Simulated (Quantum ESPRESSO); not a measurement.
Crystal: HfB.

```
CELL_PARAMETERS angstrom
0.00000 2.31000 2.31000
2.31000 0.00000 2.31000
2.31000 2.31000 0.00000
ATOMIC_POSITIONS crystal
Hf 0.50000 0.50000 0.50000
B 0.00000 0.00000 0.00000
```

```yaml
Program: Quantum ESPRESSO 7.5
Task: phonons
Functional: LDA
Potentials_or_basis: GBRV 1.5 LDA
Cutoff: 612 eV
Density_cutoff: 4898 eV
k_mesh: 10 × 10 × 10
Occupations: cold, width 0.2 eV
Spin: no spin polarisation
Form_of_the_LDA_correlation: PZ81
Mixing_beta: 0.5
Most_SCF_iterations: 120
SCF_threshold: 4e-10 Ry
```

The cell and the atoms were relaxed first, to 13.45 Å³/atom (a = 3.363 Å, b = 3.363 Å, c = 3.363 Å, α = 60.00°, β = 60.00°, γ = 60.00°), and the response was taken there.

Q: Where do the zone-centre optical modes lie?

A: T1u at 468 cm⁻¹ (IR).

Optical modes at Γ, degenerate ones joined:
```
cm⁻¹  components  symmetry  active in
 468           3       T1u         IR
```
